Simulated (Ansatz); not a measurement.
TaN, space group P6/mmm: a convergence test of the plane-wave cutoff, run with the Ansatz DFT code, driven from Python.

Contents of `POSCAR`:
```text
TaN
1.0
   5.19100000    0.00000000    0.00000000
  -2.59550000    4.49553787    0.00000000
   0.00000000    0.00000000    2.90800000
Ta N
3 3
Direct
   0.00000000    0.00000000    0.00000000
   0.33333333    0.66666667    0.50000000
   0.66666667    0.33333333    0.50000000
   0.50000000    0.00000000    0.00000000
   0.50000000    0.50000000    0.00000000
   0.00000000    0.50000000    0.00000000
```

Script `tan_ecut.py`:
```python
import csv

import ansatz as az
from ase.io import read

atoms = read("POSCAR", format="vasp")
system = az.Crystal.from_ase(atoms)

calc = system.calculation()
calc = calc.functional("r2scan")
calc = calc.kpoints(mesh=(4, 4, 6), center="gamma")
calc = calc.occupations("Fermi-Dirac")
calc = calc.forces()
calc = calc.stress()

rows = []
for value in [250, 300, 350, 400, 450, 500]:
    data = calc.basis(value).run(threads=1).report
    rows.append((value, data["free_energy_ev"] / len(data["lattice"]["sites"]), data["n_iterations"], sum(data["stress_gpa"][i][i] for i in range(3)) / 3, max(abs(f) for row in data["forces_ev_ang"] for f in row), data["n_pw"]))

with open("ecut.csv", "w", newline="") as handle:
    writer = csv.writer(handle)
    writer.writerow(["cutoff (eV)", "F/atom (eV)", "iterations", "P (GPa)", "max component (eV/A)", "plane waves"])
    writer.writerows([round(v, 5) if isinstance(v, float) else v for v in row] for row in rows)

for row in rows[:-1]:
    shift = 1000 * (row[1] - rows[-1][1])
    print(f"{row[0]}: {shift:+.2f} meV/atom" + ("  (within 2 meV)" if abs(shift) < 2 else ""))
```

From which cutoff on is the energy per atom within 2 meV of the last row, and how does it get there?

From 450 eV on it stays within 2 meV an atom of the value at 500 eV; the first row (250 eV) is off by 528.7 meV and the last but one by 1.24 meV. The energy falls steadily, as expected when plane waves are added. The pressure moves from 4.69 to 5.31 GPa (the program's stress holds a Pulay correction, so it settles early).

The output:

Output of `python tan_ecut.py`:
```text
DeckWarning: basis.ecutwfc = 250 eV is below the records' recommended 500 eV, and the density's cutoff is lower with it unless basis.ecutrho_ratio is high enough to keep the records' density cutoff: compare with a run at a higher cutoff
DeckWarning: basis.ecutwfc = 300 eV is below the records' recommended 500 eV, and the density's cutoff is lower with it unless basis.ecutrho_ratio is high enough to keep the records' density cutoff: compare with a run at a higher cutoff
DeckWarning: basis.ecutwfc = 350 eV is below the records' recommended 500 eV, and the density's cutoff is lower with it unless basis.ecutrho_ratio is high enough to keep the records' density cutoff: compare with a run at a higher cutoff
DeckWarning: basis.ecutwfc = 400 eV is below the records' recommended 500 eV, and the density's cutoff is lower with it unless basis.ecutrho_ratio is high enough to keep the records' density cutoff: compare with a run at a higher cutoff
DeckWarning: basis.ecutwfc = 450 eV is below the records' recommended 500 eV, and the density's cutoff is lower with it unless basis.ecutrho_ratio is high enough to keep the records' density cutoff: compare with a run at a higher cutoff
250: +528.68 meV/atom
300: +134.74 meV/atom
350: +31.83 meV/atom
400: +6.57 meV/atom
450: +1.24 meV/atom  (within 2 meV)
```
(Warnings from the package without file and line.)

`ecut.csv`, as written:
```csv
cutoff (eV),F/atom (eV),iterations,P (GPa),max component (eV/A),plane waves
250,-5164.90856,7,4.68951,0.0,619
300,-5165.30251,8,5.34355,0.0,783
350,-5165.40542,7,5.27276,0.0,1011
400,-5165.43068,7,5.30243,0.0,1251
450,-5165.436,7,5.308,0.0,1457
500,-5165.43724,7,5.30848,0.0,1763
```

What to keep in mind:
- No spin polarisation was allowed.
- The mesh is modest for a metal, so energies can be off by several to tens of meV an atom and pressures by half a GPa or more; differences at equal mesh fare better.
- Forces vanish by symmetry here and test nothing.
- Pressure is positive in compression.
- Spin-orbit coupling, which matters for elements this heavy, is left out.
- The structure is a deposited one; some such entries were measured under pressure or heat, so a shift against it needn't be the functional's error alone.
- Shifts are counted from the last row, which is itself no proven limit.
- The whole script took 23 s on 1 thread of Intel(R) Xeon(R) Processor @ 2.30GHz, with other jobs on the host, peak memory 0.77 GiB.
